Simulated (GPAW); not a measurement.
# CoPtO2 (R-3m) in GPAW: equation of state with PBEsol

Aim: the equation of state of CoPtO2 with PBEsol.

Everything below comes from runs of GPAW 26.7.0. Logs are shortened: lines on timing, memory, paths and dates and some standing lists are left out, and cuts for length are marked. The log counts tension as positive stress, the text compression.

### Step 1. The crystal as given

Symmetry: R-3m, No. 166, trigonal system. The conventional cell has a = 2.825 Å, b = 2.825 Å, c = 17.818 Å, α = 90.00°, β = 90.00°, γ = 120.00°. Pt (site symmetry -3m) has 2 O at 2.00 Å as nearest neighbours. Co (site symmetry -3m) has 6 O at 1.90 Å as nearest neighbours. O (site symmetry 3m) is surrounded by 3 Co at 1.90 Å and 1 Pt at 2.00 Å.

The cell is a database's computed one.

### Step 2. Equation of state, PBEsol, collinear spin, ferromagnetic start

File run.py:

```python
from ase import Atoms
from ase.eos import EquationOfState
from ase.io import Trajectory
from ase.units import GPa
from ase.parallel import parprint
from gpaw import GPAW, PW, setup_paths

setup_paths.insert(0, '.')

atoms = Atoms(['Pt', 'Co', 'O', 'O'],
              cell=[[1.4122699173, 0.8153744169, 5.9393891094],
                    [-1.4122699173, 0.8153744169, 5.9393891094],
                    [0.0, -1.6307488338, 5.9393891094]],
              scaled_positions=[[0.0, 0.0, 0.0],
                                [0.5, 0.5, 0.5],
                                [0.11224403, 0.11224403, 0.11224403],
                                [0.88775597, 0.88775597, 0.88775597]],
              pbc=True)
atoms.set_initial_magnetic_moments([0.0, 2.0, 0.0, 0.0])

traj = Trajectory('eos.traj', 'w')
volumes, energies = [], []
for x in [0.94, 0.96, 0.98, 1.0, 1.02, 1.04, 1.06]:
    a = atoms.copy()
    a.set_cell(atoms.cell * x**(1 / 3), scale_atoms=True)
    calc = GPAW(mode=PW(800),
                xc='PBEsol',
                kpts={'size': (7, 7, 7), 'gamma': True},
                occupations={'name': 'fermi-dirac', 'width': 0.05},
                nbands=35,
                convergence={'density': 1e-05, 'energy': 1e-05},
                maxiter=150,
                txt=f'eos-{x:.2f}.txt')
    a.calc = calc
    energies.append(a.get_potential_energy(force_consistent=True))
    volumes.append(a.get_volume())
    p = -a.get_stress()[:3].mean() / GPa
    calc.write(f'eos-{x:.2f}.gpw')
    traj.write(a)
    parprint(f'{x:.2f} {volumes[-1]:10.4f} A^3 {energies[-1]:14.6f} eV {p:9.3f} GPa', flush=True)

v0, e0, B = EquationOfState(volumes, energies, eos='birchmurnaghan').fit()
parprint(f'V0 = {v0:.4f} A^3, E0 = {e0:.6f} eV, B0 = {B / GPa:.2f} GPa')
```

Potentials or basis: PAW data sets generated in the run's folder for this functional, pw.

The run is started by

```console
$ gpaw-setup -f PBEsol Co O Pt
$ OMP_NUM_THREADS=1 mpirun -n 4 gpaw python run.py
```

The program printed:

```text
__  _  _
 | _ |_)|_||  |
 |__||  | ||/\| - 26.7.0

Input parameters:
  mode=PW(ecut=800.0),
  convergence={'density': 1e-05, 'energy': 1e-05},
  kpts=MonkhorstPack(size=(7, 7, 7), gamma=True),
  maxiter=150,
  nbands=35,
  occupations=Occupations(name='fermi-dirac', width=0.05),
  xc=XC(name='PBEsol')

Diagonalizing LCAO Hamiltonian
Converting LCAO to pw mode

       O

       Co

       O

       Pt

Atoms  # Å, Bohr magnetons
|   | symbol |         x |         y |         z |    initial magnetic moments |
|---|--------|-----------|-----------|-----------|-----------------------------|
| 0 |     Pt |  0.000000 |  0.000000 |  0.000000 | ( 0.0000,  0.0000,  0.0000) |
| 1 |     Co |  0.000000 | -0.000000 |  8.727215 | ( 0.0000,  0.0000,  2.0000) |
| 2 |      O | -0.000000 | -0.000000 |  1.959155 | ( 0.0000,  0.0000,  0.0000) |
| 3 |      O | -0.000000 | -0.000000 | 15.495274 | ( 0.0000,  0.0000,  0.0000) |

Unit cell  # Å
| periodic |         x |         y |        z |  lengths |    angles |
|----------|-----------|-----------|----------|----------|-----------|
|      yes |  1.383440 |  0.798729 | 5.818143 | 6.033462 | 26.511086 |
|      yes | -1.383440 |  0.798729 | 5.818143 | 6.033462 | 26.511086 |
|      yes |  0.000000 | -1.597459 | 5.818143 | 6.033462 | 26.511086 |

Number of symmetries: 12
Symmetry operations  # r_c * U_cc + t_c -> r_c
|    | kind |            matrix            |
|----|------|------------------------------|
|  0 |  E   |  1, 0, 0,  0, 1, 0,  0, 0, 1 |
|  1 |  σ   |  1, 0, 0,  0, 0, 1,  0, 1, 0 |
|  2 |  σ   |  0, 1, 0,  1, 0, 0,  0, 0, 1 |
|  3 |  C3  |  0, 1, 0,  0, 0, 1,  1, 0, 0 |
|  4 |  C3  |  0, 0, 1,  1, 0, 0,  0, 1, 0 |
|  5 |  σ   |  0, 0, 1,  0, 1, 0,  1, 0, 0 |
|  6 |  C2  |  0, 0,-1,  0,-1, 0, -1, 0, 0 |
|  7 |  S6  |  0, 0,-1, -1, 0, 0,  0,-1, 0 |
|  8 |  S6  |  0,-1, 0,  0, 0,-1, -1, 0, 0 |
|  9 |  C2  |  0,-1, 0, -1, 0, 0,  0, 0,-1 |
| 10 |  C2  | -1, 0, 0,  0, 0,-1,  0,-1, 0 |
| 11 |  i   | -1, 0, 0,  0,-1, 0,  0, 0,-1 |

BZ-sampling:
  Number of BZ points: 343
  Number of IBZ points: 44

  Monkhorst-Pack size: [7, 7, 7]
  Monkhorst-Pack shift: [0, 0, 0]

K-points  # in reciprocal-cell coordinates
|     |                                coordinates |     weight |
|-----|--------------------------------------------|------------|
|   0 | (  0.00000000,   0.00000000,   0.00000000) | 0.00291545 |
|   1 | (  0.14285714,   0.00000000,  -0.14285714) | 0.01749271 |
|   2 | (  0.14285714,   0.00000000,   0.00000000) | 0.01749271 |
|   3 | (  0.14285714,   0.14285714,  -0.14285714) | 0.01749271 |
|   4 | (  0.14285714,   0.14285714,   0.00000000) | 0.01749271 |
|   5 | (  0.14285714,   0.14285714,   0.14285714) | 0.00583090 |
|   6 | (  0.28571429,  -0.14285714,  -0.14285714) | 0.01749271 |
|   7 | (  0.28571429,   0.00000000,  -0.28571429) | 0.01749271 |
|   8 | (  0.28571429,   0.00000000,  -0.14285714) | 0.03498542 |
|   9 | (  0.28571429,   0.00000000,   0.00000000) | 0.01749271 |
| ... |                                            |            |
|  43 | (  0.42857143,   0.42857143,   0.42857143) | 0.00583090 |

Plane wave coefficients: 2002
Cutoff: 800.0 eV
[... 84 lines left out ...]
      core: 0.83  # [Å]
    projectors
    | kind |    occ | energy [eV] | rcut [Å] |
    |------|--------|-------------|----------|
    |   2s |  2.000 |     -23.808 |    0.688 |
    |   2p |  4.000 |      -8.972 |    0.598 |
    |    s |        |       3.404 |    0.688 |
    |    p |        |      18.239 |    0.598 |
    |    d |        |       0.000 |    0.619 |

    Using partial waves for O as LCAO basis

Reference energy: -542172.385366  # eV

eigensolver:
  PPCG
  Converge bands: occupied
  niter=2

density mixing:
  MSR1-Mixer
  Pratt-step length: 0.05
  Maximum mixing coefficient: 0.75
  Old densities: 10
  SVD Regularization: 0.005
  Good broyden scale: 1.0
  Trust region scale: 1.0
  Backstep threshold: 4.0
  History deletion threshold: 6.0
  Fourier metric: weight=20.0, sigma=0.015

occupation numbers:
  Fermi-Dirac:
    width: 0.0500  # eV

poisson solver:
  ecut: 6400.0  # eV

xc functional:
  name: PBEsol with 2 nearest neighbor stencil

convergence criteria:
- Maximum integral of absolute [dens]ity change: 1e-05 electrons / valence electron
- Maximum [total energy] change in last 3 cyles: 1e-05 eV / valence electron
- Maximum integral of absolute [eigenst]ate change: 4e-08 eV^2 / valence electron
maximum number of iterations: 150

SCF iterations
|iter     | |      energy | eigst |  dens |  magmom |
|---------|-|-------------|-------|-------|---------|
|iter:   1| |  -35.370034 | +0.43 |       |  +2.0009|
|iter:   2| |  -31.204472 | -1.52 | -0.72 |  +1.9599|
|iter:   3| |  -30.721151 | -2.75 | -0.94 |  +1.8755|
|iter:   4| |  -30.243489 | -2.43 | -1.00 |  +1.6414|
|iter:   5| |  -30.288787 | -2.66 | -1.13 |  +1.2897|
|iter:   6| |  -30.373803 | -3.05 | -1.25 |  +0.8464|
|iter:   7| |  -30.461689 | -3.02 | -1.47 |  +0.3256|
|iter:   8| |  -30.490380 | -3.67 | -1.85 |  +0.0815|
|iter:   9| |  -30.497229 | -3.94 | -2.09 |  -0.0076|
|iter:  10| |  -30.497714 | -5.13 | -2.59 |  +0.0044|
|iter:  11| |  -30.497881 | -5.74 | -2.99 |  +0.0046|
|iter:  12| |  -30.497889c| -6.84 | -3.54 |  +0.0022|
|iter:  13| |  -30.497894c| -7.55c| -3.91 |  +0.0015|
|iter:  14| |  -30.497894c| -7.98c| -4.29 |  +0.0002|
|iter:  15| |  -30.497894c| -8.47c| -4.91 |  +0.0001|
|iter:  16| |  -30.497894c| -9.22c| -5.34c|  +0.0000|

Converged in 16 steps
Energy contributions relative to reference atoms: (reference = -542172.385366)

Energy contributions:
  Kinetic:          33.199127
  Coulomb:         -31.035460
  Zero:             -0.201519
  External:          0.000000
  Xc:              -32.453340
  Entropy:          -0.013404
  Spinorbit:         0.000000
  ----------------------------
  Free energy:     -30.504596
  Extrapolated:    -30.497894

dipole moment: (0.000000, 0.000000, -59.959418)  # |e|*Ang

Total magnetic moment: (0.000000, 0.000000, 0.000020)

Local magnetic moments
|        x |        y |         z |
|----------|----------|-----------|
| 0.000000 | 0.000000 |  0.000023 |  # Pt   0
| 0.000000 | 0.000000 | -0.000026 |  # Co   1
| 0.000000 | 0.000000 |  0.000014 |  # O    2
| 0.000000 | 0.000000 |  0.000014 |  # O    3

Fermi level: 10.906
Eigenvalues  # (at kpt = [0.000, 0.000, 0.000])
| band index |      eig [eV] | occ [0-1] |      eig [eV] | occ [0-1] |
|------------|---------------|-----------|---------------|-----------|
|          0 |       -42.999 |     1.000 |       -42.999 |     1.000 |
|        ... |               |           |               |           |
|         11 |         7.107 |     1.000 |         7.107 |     1.000 |
|         12 |         7.131 |     1.000 |         7.131 |     1.000 |
|         13 |         7.131 |     1.000 |         7.131 |     1.000 |
|         14 |         8.617 |     1.000 |         8.617 |     1.000 |
|         15 |         8.618 |     1.000 |         8.618 |     1.000 |
|         16 |         8.935 |     1.000 |         8.935 |     1.000 |
[... 8 lines left out ...]
|         25 |        26.504 |     0.000 |        26.504 |     0.000 |
|         26 |        28.281 |     0.000 |        28.281 |     0.000 |
|        ... |               |           |               |           |
|         34 |        35.305 |     0.000 |        35.306 |     0.000 |

No gap
No difference between direct/indirect transitions

Stress tensor  # eV/Ang^3
|         x |         y |         z |
|-----------|-----------|-----------|
| -0.092502 |  0.000000 | -0.000000 |
|  0.000000 | -0.092502 |  0.000000 |
| -0.000000 |  0.000000 | -0.120747 |

# Writing to eos-0.94.gpw (mode='')
```

stdout:

```text
<dir> UserWarning: The angles between your unit-cell vectors are 26.5, 26.5 and 26.5 degrees.  Results may be wrong!  Please Niggli-reduce your unit-cell so that the angles are closer to 90 degrees:

  from ase.build import niggli_reduce
  niggli_reduce(atoms)

  warnings.warn(
<dir> UserWarning: The angles between your unit-cell vectors are 26.5, 26.5 and 26.5 degrees.  Results may be wrong!  Please Niggli-reduce your unit-cell so that the angles are closer to 90 degrees:

  from ase.build import niggli_reduce
  niggli_reduce(atoms)

  warnings.warn(
<dir> UserWarning: The angles between your unit-cell vectors are 26.5, 26.5 and 26.5 degrees.  Results may be wrong!  Please Niggli-reduce your unit-cell so that the angles are closer to 90 degrees:

  from ase.build import niggli_reduce
  niggli_reduce(atoms)

  warnings.warn(
<dir> UserWarning: The angles between your unit-cell vectors are 26.5, 26.5 and 26.5 degrees.  Results may be wrong!  Please Niggli-reduce your unit-cell so that the angles are closer to 90 degrees:

  from ase.build import niggli_reduce
  niggli_reduce(atoms)

  warnings.warn(
0.94    38.5741 A^3     -30.504596 eV    16.329 GPa
0.96    39.3948 A^3     -30.571369 eV     9.420 GPa
0.98    40.2155 A^3     -30.604935 eV     3.283 GPa
1.00    41.0363 A^3     -30.608638 eV    -2.177 GPa
1.02    41.8570 A^3     -30.585951 eV    -7.033 GPa
1.04    42.6777 A^3     -30.539791 eV   -11.353 GPa
1.06    43.4984 A^3     -30.472807 eV   -15.192 GPa
V0 = 40.7325 A^3, E0 = -30.610485 eV, B0 = 266.91 GPa
```

It took 20 min on 4 MPI ranks of Arm Neoverse V2, shared host; peak memory 0.93 GiB.

What came out:

* Equilibrium volume: 10.18 Å³/atom
* Bulk modulus at fixed shape and positions: 267 GPa
* Pressure derivative of the bulk modulus: 4.8

Energy against volume, from the lowest point:
```tsv
volume (Å³/atom)	energy (meV/atom)
9.644	26.01
9.849	9.32
10.054	0.93
10.259	0.00
10.464	5.67
10.669	17.21
10.875	33.96
```

Caveat: the k mesh is coarse (spacing up to 0.37 Å⁻¹), so the values aren't converged; the cell was scaled at fixed shape and fractional positions, which overstates the stiffness of a crystal with free parameters, most of all of layers and chains; the program warned that so skewed a cell can give wrong results.
